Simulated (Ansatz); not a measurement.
# CH₄GeOSi: up Jacob's ladder to CCSD(T)

How much do the methods differ for CH₄GeOSi? The plan is to run it at one geometry with functionals of several rungs and with coupled cluster. The yardstick is the atomisation energy at the CCSD(T) limit.

Method: functionals in def2-TZVPP, the program's frozen cores in correlated methods; program: Ansatz 0.2.0, Gaussian basis.

The runs, in order: LDA (SPW92), PBE-D4, revPBE-D4, BLYP-D4, r2SCAN-D4, B97M-V, PBE0-D4, B3LYP-D4, r2SCANh-D4, r2SCAN0-D4, HSE06-D4, BHLYP-D4, CAM-B3LYP-D4, LC-ωPBE, ωB97X-V, ωB97M-V, B2PLYP, PBE-QIDH; CCSD(T)/def2-SVP; CCSD(T)/def2-TZVPP; MP2/def2-QZVPP; extrapolation to the limit; RPA on PBE.

### 1 The relaxed structure

An earlier PBE0-D4 in a triple-zeta def2 set relaxation fixed the geometry.

8 atoms, charge 0, spin multiplicity 1.

Atoms are counted from 1 here; the program's logs count them from 0.

Bond lengths: O1–C2 1.127 Å, C2–Si3 2.011 Å, Si3–Ge4 2.356 Å, Si3–H5 1.489 Å, Si3–H6 1.488 Å, Ge4–H7 1.707 Å, Ge4–H8 1.596 Å. Angles: O1–C2–Si3 159.5°, C2–Si3–Ge4 112.6°, C2–Si3–H5 92.0°, C2–Si3–H6 92.4°, Ge4–Si3–H5 118.5°, Ge4–Si3–H6 125.4°, H5–Si3–H6 107.6°, Si3–Ge4–H7 53.2°, Si3–Ge4–H8 83.3°, H7–Ge4–H8 85.8°.

### 2 LDA

This LDA is Slater exchange with PW92 correlation.

in.yaml reads:

```yaml
crystal:
  periodic: [false, false, false]
  atoms:
    - {symbol: O, position_ang: [2.007070, -0.020298, 2.089436]}
    - {symbol: C, position_ang: [1.311281, 0.401555, 1.308998]}
    - {symbol: Si, position_ang: [0.007863, 0.453538, -0.221869]}
    - {symbol: Ge, position_ang: [-0.446903, -1.686730, -1.095068]}
    - {symbol: H, position_ang: [0.883439, 1.368107, -1.004675]}
    - {symbol: H, position_ang: [-0.952642, 1.293543, 0.542790]}
    - {symbol: H, position_ang: [-1.083073, -0.201382, -1.645684]}
    - {symbol: H, position_ang: [-1.634834, -1.665333, -0.029729]}
basis:
  gaussian: {orbitals: def2-TZVPP}
hamiltonian: {xc: lda}
output: {orbitals: {seedname: orbitals}}
```

Command:

```
$ ansatz run in.yaml --threads 2 --pin off --events-out ev --progress --plain --max-ram 4352MiB
```

After this run come: PBE-D4 (GGA); revPBE-D4 (GGA); BLYP-D4 (GGA); r2SCAN-D4 (meta-GGA); B97M-V (meta-GGA); B3LYP-D4 (hybrid); r2SCANh-D4 (hybrid); r2SCAN0-D4 (hybrid); HSE06-D4 (hybrid); BHLYP-D4 (hybrid); CAM-B3LYP-D4 (range-separated); LC-ωPBE (range-separated); ωB97X-V (range-separated); ωB97M-V (range-separated); B2PLYP (double hybrid); PBE-QIDH (double hybrid); CCSD(T) in def2-SVP; CCSD(T) in def2-TZVPP; MP2 in def2-QZVPP; RPA on PBE orbitals.

Q: Predict the results of all the runs planned. Wanted: atomisation energy, CCSD(T)/CBS; farthest beyond LDA; mean size of error, GGA; mean size of error, meta-GGA; mean size of error, hybrid; mean size of error, range-separated; mean size of error, double hybrid; gap, smallest and largest; T1 diagnostic.

The runs gave:

```
                               quantity                                                                                                   value
        atomisation energy, CCSD(T)/CBS                                                                                           2572.7 kJ/mol
 functionals within 25.7 kJ/mol (1.0 %)  revPBE-D4, BLYP-D4, r2SCAN-D4, PBE0-D4, B3LYP-D4, r2SCANh-D4, HSE06-D4, CAM-B3LYP-D4, ωB97X-V, ωB97M-V
                    farthest beyond LDA                                                                                BHLYP-D4 (-123.9 kJ/mol)
                mean size of error, GGA                                                                                             30.8 kJ/mol
           mean size of error, meta-GGA                                                                                             25.7 kJ/mol
             mean size of error, hybrid                                                                                             38.5 kJ/mol
    mean size of error, range-separated                                                                                             23.4 kJ/mol
      mean size of error, double hybrid                                                                                             44.3 kJ/mol
              gap, smallest and largest                                                                2.52 eV (LDA (SPW92)), 8.67 eV (LC-ωPBE)
                          T1 diagnostic                                                                                                  0.0169
triples share of the correlation energy                                                                                                   4.5 %
```

In words: LDA overbinds by 422.0 kJ/mol (16 %). PBE-D4 misses by +69.9 kJ/mol. Double hybrids carry the basis error of their MP2 part in triple zeta, and no dispersion term here, so their miss is partly the set-up's. By mean error the best rung here is range-separated (23.4 kJ/mol) and the worst beyond LDA is double hybrid (44.3 kJ/mol). The gap between the best rungs is small, so their order is not settled. Misses under about 25.7 kJ/mol are within the doubt on the reference itself, which lacks core-valence correlation, relativity and higher excitations, and its outer-core shells are covered unevenly. Hartree-Fock recovers 67 % of the binding; the rest is correlation. CCSD(T) in def2-SVP is off by -182.3 kJ/mol, so the small basis spoils what the method gains. The gap grows from 2.5 to 8.7 eV across the functionals, mostly with the share of exact exchange. Correlated methods include outer-core shells of Ge, which these sets cover unevenly.
